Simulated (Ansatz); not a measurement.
# C₂H₈Ge: small, medium and large basis sets

One table from this session's results is given with a row withheld; the runs are named, their logs left out.

Method: one geometry, several basis sets; program: Ansatz 0.2.0, Gaussian basis.

Levels to be run: PBE0-D4/def2-SVP; ωB97M-V/def2-SVP; PBE0-D4/def2-QZVPP; ωB97M-V/def2-QZVPP; the functionals' def2-TZVPP values are taken from earlier runs.

## The geometry

An earlier PBE0-D4 in a triple-zeta def2 set relaxation fixed the geometry.

SMILES `[CH3][GeH2][CH3]`, 11 atoms, charge 0, spin multiplicity 1.

Atoms are counted from 1 here; the program's logs count them from 0.

Bond lengths: C1–Ge2 1.955 Å, C1–H4 1.091 Å, C1–H5 1.091 Å, C1–H6 1.091 Å, Ge2–C3 1.955 Å, Ge2–H7 1.544 Å, Ge2–H8 1.544 Å, C3–H9 1.091 Å, C3–H10 1.091 Å, C3–H11 1.091 Å. Angles: Ge2–C1–H4 110.8°, Ge2–C1–H5 110.3°, Ge2–C1–H6 110.3°, H4–C1–H5 108.5°, H4–C1–H6 108.5°, H5–C1–H6 108.5°, C1–Ge2–C3 110.6°, C1–Ge2–H7 109.6°, C1–Ge2–H8 109.6°, C3–Ge2–H7 109.6°, C3–Ge2–H8 109.6°, H7–Ge2–H8 107.9°, Ge2–C3–H9 110.3°, Ge2–C3–H10 110.3°, Ge2–C3–H11 110.8°, H9–C3–H10 108.5°, H9–C3–H11 108.5°, H10–C3–H11 108.5°.

The first run:

in.yaml

```yaml
crystal:
  periodic: [false, false, false]
  atoms:
    - {symbol: C, position_ang: [-1.251159, 0.959395, -0.437259]}
    - {symbol: Ge, position_ang: [-0.186830, -0.675246, -0.310331]}
    - {symbol: C, position_ang: [1.439368, -0.356844, 0.726518]}
    - {symbol: H, position_ang: [-2.159711, 0.785621, -1.015086]}
    - {symbol: H, position_ang: [-0.676323, 1.747920, -0.925553]}
    - {symbol: H, position_ang: [-1.535153, 1.304043, 0.558335]}
    - {symbol: H, position_ang: [0.189293, -1.159101, -1.727032]}
    - {symbol: H, position_ang: [-1.021381, -1.784979, 0.363940]}
    - {symbol: H, position_ang: [2.044833, 0.417133, 0.252162]}
    - {symbol: H, position_ang: [1.186090, -0.028118, 1.735690]}
    - {symbol: H, position_ang: [2.036371, -1.266723, 0.799016]}
basis:
  gaussian: {orbitals: def2-SVP}
hamiltonian: {xc: pbe0, dispersion: d4}
output: {orbitals: {seedname: orbitals}}
```

Started as:

```
$ ansatz run in.yaml --threads 2 --pin off --events-out ev --progress --plain --max-ram 32768MiB --backend cpu
```

Steps of the session up to this table: PBE0-D4 in def2-SVP; ωB97M-V in def2-SVP; PBE0-D4 in def2-QZVPP; ωB97M-V in def2-QZVPP.

One table of the session follows, with a row left open; its other results are not shown here.

It belongs to the step «Density functionals: the series». 

| functional | basis | HOMO (eV) | LUMO (eV) |
| --- | --- | --- | --- |
| PBE0-D4 | def2-SVP | -8.52 | 1.64 |
| PBE0-D4 | def2-TZVPP | -8.53 | 1.12 |
| PBE0-D4 | def2-QZVPP | ? | ? |
| ωB97M-V | def2-SVP | -10.72 | 3.25 |
| ωB97M-V | def2-TZVPP | -10.74 | 2.55 |
| ωB97M-V | def2-QZVPP | -10.74 | 1.77 |

**Question.** Estimate the row for PBE0-D4, def2-QZVPP.

As computed: HOMO (eV): -8.53; LUMO (eV): 0.63.
